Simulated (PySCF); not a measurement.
# C2H8BNO: the cost of one run

Programs: PySCF 2.14.0, with density-fitted response routines of our own. Each step states its level of theory. These are calculated values for one molecule in the gas phase, unless marked as measured. Atoms count from 0, in the outputs and in this text.

## 1. Starting geometry

13 atoms, charge 0, multiplicity 1; geometry from: PBE0-D3(BJ)/def2-SVP.

Bonds of the start (Å): C0–C1 1.34, C1–B2 1.60, B2–N3 1.67, B2–O4 1.43, C0–H5 1.10, C0–H6 1.10, C1–H7 1.10, B2–H8 1.23, N3–H9 1.02, N3–H10 1.02, N3–H11 1.02, O4–H12 0.96.

## 2. Nuclear shieldings: PBE0/pcSseg-2

The job: settings as JSON, then the geometry in Å.

```
{"job": {"kind": "nmr", "xc": "PBE0", "basis": "pcSseg-2", "pop": false}, "charge": 0, "multiplicity": 1}
C      1.347842    -1.251778    -0.143740
C      1.115287     0.043713    -0.391429
B     -0.258755     0.855587    -0.283743
N     -1.445454    -0.232162     0.153592
O     -0.299742     1.876178     0.723517
H      0.553957    -1.949376     0.160707
H      2.338689    -1.710606    -0.236820
H      1.990069     0.637006    -0.699683
H     -0.671702     1.256907    -1.376122
H     -2.285472     0.309702     0.356856
H     -1.651560    -0.898103    -0.591256
H     -1.189239    -0.749436     0.997158
H      0.453382     1.798466     1.313747
```

With the program's defaults for keys left out, this is: GIAO PBE0/pcSseg-2 NMR shielding, non-relativistic, gas phase.

The run is started by

```bash
$ OMP_NUM_THREADS=1 python probes_run.py task.json out
```

The driver reads the jobs from task.json and runs them one after another.

**Question.** How long does this first job take on 1 thread of Arm Neoverse V1, shared host, and how much memory does it need?

About 39 s, with a peak of 1.1 GiB.
